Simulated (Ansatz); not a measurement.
**CH₄GeO: a ladder of functionals and wavefunction methods**

An exercise on one series of results from a longer session: the logs are not shown, and one member is left open.

The runs use Ansatz 0.2.0, Gaussian basis; functionals in def2-TZVPP, the program's frozen cores in correlated methods.

Plan: LDA (SPW92), PBE-D4, revPBE-D4, BLYP-D4, r2SCAN-D4, B97M-V, PBE0-D4, B3LYP-D4, r2SCANh-D4, r2SCAN0-D4, HSE06-D4, BHLYP-D4, CAM-B3LYP-D4, LC-ωPBE, ωB97X-V, ωB97M-V, B2PLYP, PBE-QIDH; CCSD(T)/def2-SVP; CCSD(T)/def2-TZVPP; CCSD(T)/def2-QZVPP; extrapolation to the limit; RPA on PBE.

## Structure used throughout

All runs share one geometry, relaxed beforehand with PBE0-D4 in a triple-zeta def2 set.

7 atoms, charge 0, spin multiplicity 1.

Atoms are counted from 1 here; the program's logs count them from 0.

Bond lengths: C1–Ge2 2.003 Å, C1–H4 1.096 Å, C1–H5 1.092 Å, C1–H6 1.096 Å, Ge2–O3 1.791 Å, O3–H7 0.962 Å. Angles: Ge2–C1–H4 109.8°, Ge2–C1–H5 112.4°, Ge2–C1–H6 109.8°, H4–C1–H5 108.5°, H4–C1–H6 107.7°, H5–C1–H6 108.5°, C1–Ge2–O3 97.5°, Ge2–O3–H7 114.7°.

Set-up of the first run:

Contents of in.yaml:

```yaml
crystal:
  periodic: [false, false, false]
  atoms:
    - {symbol: C, position_ang: [-0.686480, 0.424364, -0.301775]}
    - {symbol: Ge, position_ang: [1.294470, 0.428640, -0.596621]}
    - {symbol: O, position_ang: [1.703986, -0.887359, 0.547802]}
    - {symbol: H, position_ang: [-1.096532, -0.562316, -0.544962]}
    - {symbol: H, position_ang: [-1.198970, 1.171364, -0.910901]}
    - {symbol: H, position_ang: [-0.905867, 0.626637, 0.752638]}
    - {symbol: H, position_ang: [0.950592, -1.269432, 1.008116]}
basis:
  gaussian: {orbitals: def2-TZVPP}
hamiltonian: {xc: lda}
output: {orbitals: {seedname: orbitals}}
```

Started as:

```sh
ansatz run in.yaml --threads 2 --pin off --events-out ev --progress --plain --max-ram 32768MiB --backend cpu
```

Among the steps run: LDA; PBE-D4 (GGA); revPBE-D4 (GGA); BLYP-D4 (GGA); r2SCAN-D4 (meta-GGA); B97M-V (meta-GGA); PBE0-D4 (hybrid); B3LYP-D4 (hybrid); r2SCANh-D4 (hybrid); r2SCAN0-D4 (hybrid); HSE06-D4 (hybrid); BHLYP-D4 (hybrid); CAM-B3LYP-D4 (range-separated); LC-ωPBE (range-separated); ωB97X-V (range-separated); ωB97M-V (range-separated); B2PLYP (double hybrid); PBE-QIDH (double hybrid).

One table of the session follows, with a row left open; its other results are not shown here.

It belongs to the step «Frontier levels by functional». 

```
  functional  HOMO (eV)  LUMO (eV)  gap (eV)
 LDA (SPW92)      -5.69      -2.90      2.79
      PBE-D4      -5.54      -2.67      2.87
   revPBE-D4      -5.48      -2.58      2.90
     BLYP-D4      -5.43      -2.60      2.83
   r2SCAN-D4      -5.79      -2.59      3.19
      B97M-V      -5.79      -2.52      3.26
     PBE0-D4          ?          ?         ?
    B3LYP-D4      -6.45      -2.12      4.33
  r2SCANh-D4      -6.18      -2.29      3.90
  r2SCAN0-D4      -6.78      -1.83      4.95
    HSE06-D4      -6.22      -2.25      3.97
    BHLYP-D4      -7.59      -1.03      6.56
CAM-B3LYP-D4      -7.92      -0.84      7.08
     LC-ωPBE      -9.18       0.34      9.52
     ωB97X-V      -8.85       0.23      9.08
     ωB97M-V      -8.75       0.11      8.86
```

Estimate the missing values for PBE0-D4.

As computed: HOMO (eV): -6.61; LUMO (eV): -1.87; gap (eV): 4.74. In the column «HOMO (eV)» it lies between r2SCAN0-D4 (-6.78) and B3LYP-D4 (-6.45).
